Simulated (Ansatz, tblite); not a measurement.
**CoH9O6: isomers side by side**

One table from this session's results is given with a row withheld; the runs are named, their logs left out.

Computed with Ansatz 0.2.0, Gaussian basis. Level: relaxed with PBE0-D4/def2-SVP, singlet.

2 further runs of the same task are left out: 2 set aside as unsound or not needed. Runs told in other sessions of the task aren't counted.

### The system as given

16 atoms, charge 0, spin multiplicity 1.

Atoms are counted from 1 here; the program's logs count them from 0.

Bond lengths: Co1–O2 1.817 Å, Co1–O3 2.094 Å, Co1–O4 1.810 Å, Co1–O5 2.139 Å, Co1–O6 1.806 Å, Co1–O7 2.149 Å, O2–H8 0.959 Å, O3–H9 0.968 Å, O3–H10 0.966 Å, O4–H11 0.960 Å, O5–H12 0.965 Å, O5–H13 0.962 Å, O6–H14 0.959 Å, O7–H15 0.970 Å, O7–H16 0.964 Å. Angles: O2–Co1–O3 177.8°, O2–Co1–O4 96.0°, O2–Co1–O5 84.7°, O2–Co1–O6 95.7°, O2–Co1–O7 84.0°, O3–Co1–O4 86.1°, O3–Co1–O5 93.2°, O3–Co1–O6 85.0°, O3–Co1–O7 95.3°, O4–Co1–O5 174.4°, O4–Co1–O6 92.7°, O4–Co1–O7 86.0°, O5–Co1–O6 92.8°, O5–Co1–O7 88.5°, O6–Co1–O7 178.6°, Co1–O2–H8 113.0°, Co1–O3–H9 96.9°, Co1–O3–H10 96.2° and more.

As a file:

```xyz
16

Co    0.0384    0.0952   -0.0257
O    -0.3058    0.2276    1.7537
O     0.3579   -0.0818   -2.0880
O     1.8337   -0.0654    0.1400
O    -2.0902    0.0753   -0.2332
O     0.1396    1.8740   -0.3231
O    -0.0345   -2.0204    0.3461
H     0.4107    0.6351    2.2446
H     1.3239   -0.1310   -2.0522
H     0.1533    0.8376   -2.3045
H     2.2498    0.7864    0.2918
H    -2.3017    0.3355    0.6714
H    -2.3503   -0.8451   -0.3330
H    -0.2134    2.3697    0.4187
H    -0.1086   -1.8792    1.3026
H     0.8973   -2.2135    0.1909
```

No spin-orbit coupling is included.

The isomers as started, chosen beforehand: A: fac-Co(OH)3(H2O)3; B: mer-Co(OH)3(H2O)3. The structure above is A.

Set-up of the first run:

in.yaml reads:

```yaml
crystal:
  periodic: [false, false, false]
  atoms:
    - {symbol: Co, position_ang: [0.038370, 0.095190, -0.025700]}
    - {symbol: O, position_ang: [-0.305760, 0.227570, 1.753740]}
    - {symbol: O, position_ang: [0.357870, -0.081800, -2.087990]}
    - {symbol: O, position_ang: [1.833700, -0.065420, 0.139960]}
    - {symbol: O, position_ang: [-2.090200, 0.075270, -0.233170]}
    - {symbol: O, position_ang: [0.139590, 1.874000, -0.323150]}
    - {symbol: O, position_ang: [-0.034480, -2.020390, 0.346110]}
    - {symbol: H, position_ang: [0.410660, 0.635060, 2.244610]}
    - {symbol: H, position_ang: [1.323910, -0.130950, -2.052240]}
    - {symbol: H, position_ang: [0.153330, 0.837600, -2.304500]}
    - {symbol: H, position_ang: [2.249760, 0.786430, 0.291780]}
    - {symbol: H, position_ang: [-2.301730, 0.335460, 0.671410]}
    - {symbol: H, position_ang: [-2.350330, -0.845080, -0.333020]}
    - {symbol: H, position_ang: [-0.213360, 2.369690, 0.418680]}
    - {symbol: H, position_ang: [-0.108640, -1.879160, 1.302550]}
    - {symbol: H, position_ang: [0.897310, -2.213460, 0.190920]}
basis:
  gaussian: {orbitals: def2-SVP}
hamiltonian: {xc: pbe0, dispersion: d4}
scf: {lower_state_search: "off"}
output: {orbitals: {seedname: orbitals}}
relax: {f_tol: 0.02, max_steps: 100}
```

Started as:

```console
ansatz run in.yaml --threads 4 --pin off --events-out ev --progress --plain --max-ram 4787MiB
```

Among the steps run: Relaxing candidate A; Relaxing candidate B; Candidate B, PBE0-D4/def2-TZVP; Candidate B, PBE-D4/def2-TZVP; Candidate B, r2SCAN-D4/def2-TZVP; Candidate B, HSE06-D4/def2-TZVP; Candidate B, CAM-B3LYP-D4/def2-TZVP; Candidate B, BLYP-D4/def2-TZVP; Candidate B, PBE-D4/def2-SVP; Candidate B, PBE0-D4/def2-SVP; Candidate B, MP2/def2-TZVP; Candidate B, RPA/def2-TZVP.

One table of the session follows, with a row left open; its other results are not shown here.

It belongs to the step «B against A». 

```
                 level  B above A (kJ/mol)
              GFN1-xTB               +28.3
              GFN2-xTB               +29.7
          HF/def2-TZVP               +19.6
       PBE-D4/def2-SVP               +24.6
      PBE-D4/def2-TZVP               +23.1
     BLYP-D4/def2-TZVP               +24.0
   r2SCAN-D4/def2-TZVP               +23.7
      PBE0-D4/def2-SVP               +25.4
     PBE0-D4/def2-TZVP               +23.1
    HSE06-D4/def2-TZVP               +23.0
CAM-B3LYP-D4/def2-TZVP               +23.7
         RPA/def2-TZVP               +23.9
         MP2/def2-TZVP                   ?
```

Q: Estimate the row for MP2/def2-TZVP from the others.

The run gave: B above A (kJ/mol): +26.6. In the column «B above A (kJ/mol)» it lies between PBE0-D4/def2-SVP (+25.4) and GFN1-xTB (+28.3).

Limits of these values: Only singlets are compared; another spin may lie lower and prefer another shape.
